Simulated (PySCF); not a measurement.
# BeS: from the state search to spectroscopic constants

The task here is to estimate one member of a computed series from the others.

Method: Be def2-SVPD, S def2-SVPD, no relativity; program: PySCF 2.14.0.

The first run:

The job is set up so:

```
atoms                         : Be, S
charge                        : 0
basis                         : Be def2-SVPD, S def2-SVPD
Hamiltonian                   : no relativity
basis functions               : 39
electrons treated             : 20
masses in u                   : 9.0122, 31.9721
levels                        : PBE0, PBE, r²SCAN, B2PLYP, BLYP, PBEsol, ωB97X, HF, MP2, SCS-MP2, CCSD, CCSD(T)
grid                          : 80 radial by 434 angular points
occupations                   : held fixed by the projection of orbital angular momentum
dissociation limit            : Be + S, each in its ground configuration
starting distance in angstrom : 1.945
values of 2S to try           : 0, 2
```

On the command line:

```console
> OMP_NUM_THREADS=1 python dia.py task.json out
```

Among the steps run: Input; PBE0 along the bond; Other states along the same grid; PBE (GGA); r²SCAN; B2PLYP (double hybrid); BLYP (GGA); PBEsol; ωB97X (range-separated hybrid); RHF (mean field); Adding correlation.

One table of the session follows, with a row left open; its other results are not shown here.

It belongs to the step «The curves together». Energy (eV) from each level's lowest point:

```
R (Å)    RHF  RHF-MP2  RHF-SCS-MP2  RHF-CCSD  RHF-CCSD(T)
1.513  1.080    1.321        1.309       n/a          n/a
1.583  0.464    0.640        0.631     0.605        0.665
1.653  0.129    0.236        0.231     0.215        0.256
1.706  0.018    0.072        0.070     0.062        0.086
1.759      ?        ?            ?         ?            ?
1.812  0.055    0.001        0.003     0.011        0.000
1.882  0.213    0.089        0.093     0.110        0.074
1.970  0.503    0.301        0.306     0.327        0.262
2.076  0.921    0.659        0.658     0.663        0.573
2.216  1.496    1.259        1.229       n/a          n/a
```

**Question.** Estimate the row for R (Å) = 1.759.

Worked estimate for «RHF». A straight line through the neighbours (1.706, 0.018) and (1.812, 0.055) gives 0.018 + (0.055 − 0.018) × (1.759 − 1.706) / (1.812 − 1.706) = 0.036; a parabola fitted to 4 rows on both sides gives 0.002.

**Answer.** RHF: 0.000; RHF-MP2: 0.000; RHF-SCS-MP2: 0.000; RHF-CCSD: 0.000; RHF-CCSD(T): 0.007. In «RHF» the line misses by +0.036 and the parabola by +0.002.
